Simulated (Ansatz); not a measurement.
# Al3Co2: the cost of one run

Program: Ansatz 0.2.0. Level of theory: DFT PBE, scalar-relativistic, plane waves, PAW. These are calculated values, not measurements.

## 1. Starting point

The cell holds 20 atoms (Al12Co8): a = 6.894 Å, b = 6.331 Å, c = 6.432 Å, α = 89.06°, β = 92.31°, γ = 84.80°.

12 Al, 8 Co were thrown into a skewed cell at random, at 0.96 times a reference volume of the solid, and pushed apart as soft spheres.

The coordinates stand in the first input below.

## 2. Stage at 1840 K

The cutoff is lowered while the worst contacts of the packing are taken out. One k point, a Fermi-Dirac width of 0.159 eV and a fixed cell.

input.yaml

```yaml
crystal:
  lattice:
    - [6.88567, 0.299837, -0.135536]
    - [0.299837, 6.323209, 0.055606]
    - [-0.135536, 0.055606, 6.430573]
  atoms:
    - { symbol: Al, position: [0.6324746759, 0.2126621134, 0.8711044666] }
    - { symbol: Al, position: [0.9466885102, 0.579460183, 0.0313701729] }
    - { symbol: Al, position: [0.5926874495, 0.4147869706, 0.5471965363] }
    - { symbol: Al, position: [0.8873172212, 0.7297299268, 0.3940954497] }
    - { symbol: Al, position: [0.5544523849, 0.8266272687, 0.4872786567] }
    - { symbol: Al, position: [0.0633956601, 0.3830026192, 0.4437198095] }
    - { symbol: Al, position: [0.8662292603, 0.9237199893, 0.7726064812] }
    - { symbol: Al, position: [0.3017437619, 0.8310479268, 0.9952157848] }
    - { symbol: Al, position: [0.165610893, 0.9362714015, 0.4217558808] }
    - { symbol: Al, position: [0.0809131275, 0.1776688068, 0.1299037086] }
    - { symbol: Al, position: [0.9569672854, 0.2919578141, 0.7850597665] }
    - { symbol: Al, position: [0.1829232877, 0.6476789928, 0.6838419196] }
    - { symbol: Co, position: [0.6623126864, 0.9172938029, 0.1294414854] }
    - { symbol: Co, position: [0.6286353366, 0.6626848572, 0.8358586803] }
    - { symbol: Co, position: [0.8172097486, 0.118392085, 0.4176341876] }
    - { symbol: Co, position: [0.3251785805, 0.4105173277, 0.9745571619] }
    - { symbol: Co, position: [0.418981745, 0.1779929249, 0.2935603484] }
    - { symbol: Co, position: [0.325170743, 0.5899381569, 0.3213814315] }
    - { symbol: Co, position: [0.6474940437, 0.449512385, 0.1715483939] }
    - { symbol: Co, position: [0.3268183287, 0.1632095353, 0.6714950153] }
  symmetry: { detect: false }
basis:
  ecutwfc: 320
  xc_grid: 1
kpoints:
  mp_grid: { grid: [1, 1, 1], shift: [0.25, 0.25, 0.25] }
hamiltonian:
  xc: pbe
scf:
  occupations: { method: fermi_dirac, width: 0.1586 }
  lower_state_search: "off"
  convergence: { dr2_threshold: 1.0e-05 }
output:
  forces: true
  stress: true
md:
  timestep: 3.0
  n_steps: 24
  ensemble: nvt_langevin
  friction: 0.03
  temperature: 1840.0
  initial_velocities: maxwell_boltzmann
  seed: 24214
```

The run is started by

```sh
$ ansatz run input.yaml --threads 2 --pin off --max-ram 5120MiB --backend cpu --events-out ev --progress --plain --runs-dir out
```

What time and memory should one allow on 2 threads of Intel Xeon at 2.50GHz (Skylake/Cascade Lake), shared host?

About 72 s, with a peak of 0.42 GiB.
